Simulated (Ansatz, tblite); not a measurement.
# BiH2(vinyl) (C₂H₅Bi): rung by rung

Aim: run the singlet of BiH2(vinyl) (C₂H₅Bi) at one geometry on many levels, and compare frontier levels, spin and run time.

Program: Ansatz 0.2.0, Gaussian basis. Level of theory: as each input shows. These are calculated values, not measurements.

Plan: GFN1-xTB, GFN2-xTB, PBE-D4/def2-TZVP, r2SCAN-D4/def2-TZVP, B97M-V/def2-TZVP, HF/def2-TZVP, ωB97X-V/def2-TZVP, r2SCANh-D4/def2-TZVP, r2SCAN0-D4/def2-TZVP, CAM-B3LYP-D4/def2-TZVP, PBE-QIDH/def2-TZVP, PBE-D4/def2-SVP, PBE0-D4/def2-SVP, PBE0-D4/def2-TZVPD, PBE-D4/def2-TZVPD, r2SCAN-D4/def2-TZVPD, CCSD(T)/def2-TZVPP, MP2/def2-TZVP, RPA/def2-TZVP.

**1. The geometry**

The singlet was relaxed beforehand with PBE-D4/def2-TZVP.

8 atoms, charge 0, spin multiplicity 1.

Bond lengths: Bi1–H2 1.812 Å, Bi1–H3 1.812 Å, Bi1–C4 2.258 Å, C4–C5 1.334 Å, C4–H6 1.093 Å, C5–H7 1.095 Å, C5–H8 1.096 Å. Angles: H2–Bi1–H3 89.1°, H2–Bi1–C4 92.5°, H3–Bi1–C4 92.6°, Bi1–C4–C5 121.4°, Bi1–C4–H6 117.8°, C5–C4–H6 120.8°, C4–C5–H7 122.6°, C4–C5–H8 121.8°, H7–C5–H8 115.6°.

Bi takes a core potential in the def2 sets. No spin-orbit coupling is included.

PBE0-D4/def2-TZVP was run before; its log isn't repeated, and its numbers join the tables.

**2. GFN1-xTB**

Tight binding, by tblite at 300 K electronic temperature and without a spin-polarisation term:

```python
tblite.interface.Calculator('GFN1-xTB', numbers, positions, charge=0, uhf=0).singlepoint()
```

Energy -247.2574 eV, HOMO -10.59 eV, LUMO -6.07 eV; 0.003 s.

**3. GFN2-xTB**

Tight binding, by tblite at 300 K electronic temperature and without a spin-polarisation term:

```python
tblite.interface.Calculator('GFN2-xTB', numbers, positions, charge=0, uhf=0).singlepoint()
```

Energy -248.6723 eV, HOMO -10.30 eV, LUMO -5.76 eV; 0.002 s.

**4. PBE-D4/def2-TZVP**

start.molden holds the orbitals of an earlier run on this state, given as this run's starting guess.

File in.yaml:

```yaml
crystal:
  periodic: [false, false, false]
  atoms:
    - {symbol: Bi, position_ang: [0.753571, 1.383361, 0.861419]}
    - {symbol: H, position_ang: [2.215306, 1.435043, -0.208074]}
    - {symbol: H, position_ang: [-0.007754, 2.665634, -0.167233]}
    - {symbol: C, position_ang: [-0.189233, -0.280998, -0.337754]}
    - {symbol: C, position_ang: [-0.703007, -1.359904, 0.255560]}
    - {symbol: H, position_ang: [-0.212137, -0.176234, -1.425893]}
    - {symbol: H, position_ang: [-0.695689, -1.494909, 1.341797]}
    - {symbol: H, position_ang: [-1.161057, -2.171993, -0.319821]}
basis:
  gaussian: {orbitals: def2-TZVP, initial_orbitals: start.molden}
hamiltonian: {xc: pbe, dispersion: d4}
scf: {omitted_lower_state_checks: [starts]}
output: {orbitals: {seedname: orbitals}}
```

Started as:

```sh
$ ansatz run in.yaml --threads 4 --pin off --events-out ev --progress --plain --max-ram 3916MiB
```

After this run come: r2SCAN-D4/def2-TZVP; B97M-V/def2-TZVP; HF/def2-TZVP; ωB97X-V/def2-TZVP; r2SCANh-D4/def2-TZVP; r2SCAN0-D4/def2-TZVP; CAM-B3LYP-D4/def2-TZVP; PBE-QIDH/def2-TZVP; PBE-D4/def2-SVP; PBE0-D4/def2-SVP; PBE0-D4/def2-TZVPD; PBE-D4/def2-TZVPD; r2SCAN-D4/def2-TZVPD; CCSD(T)/def2-TZVPP; MP2/def2-TZVP; RPA/def2-TZVP.

Before running them: what should the planned runs give, taken together? Wanted: gap in def2-TZVP, named functionals and Hartree-Fock, smallest and largest; correlation energy, CCSD(T)/def2-TZVPP; correlation energy, MP2/def2-TZVP; binding an atom, CCSD(T)/def2-TZVPP; PBE0 total energy, smallest basis above largest.

As calculated:

| quantity | value |
| --- | --- |
| gap in def2-TZVP, named functionals and Hartree-Fock, smallest and largest | 5.05 eV (PBE-D4), 11.94 eV (HF) |
| correlation energy, CCSD(T)/def2-TZVPP | -21.91 eV |
| correlation energy, MP2/def2-TZVP | -20.69 eV |
| binding an atom, CCSD(T)/def2-TZVPP | 3.293 eV |
| PBE0 total energy, smallest basis above largest | 2.62 eV (def2-SVP, def2-TZVPD) |

Over the named functionals and Hartree-Fock in def2-TZVP the gap runs from 5.05 eV (PBE-D4) to 11.94 eV (HF); exact exchange widens it. The functionals in def2-TZVP miss CCSD(T)/def2-TZVPP by +0.011 (r2SCAN0-D4) to +0.169 eV (PBE-D4) an atom. The reference is CCSD(T) in one finite basis, so it carries an error of its own, often a tenth of an eV or more, and near misses can't be ranked.
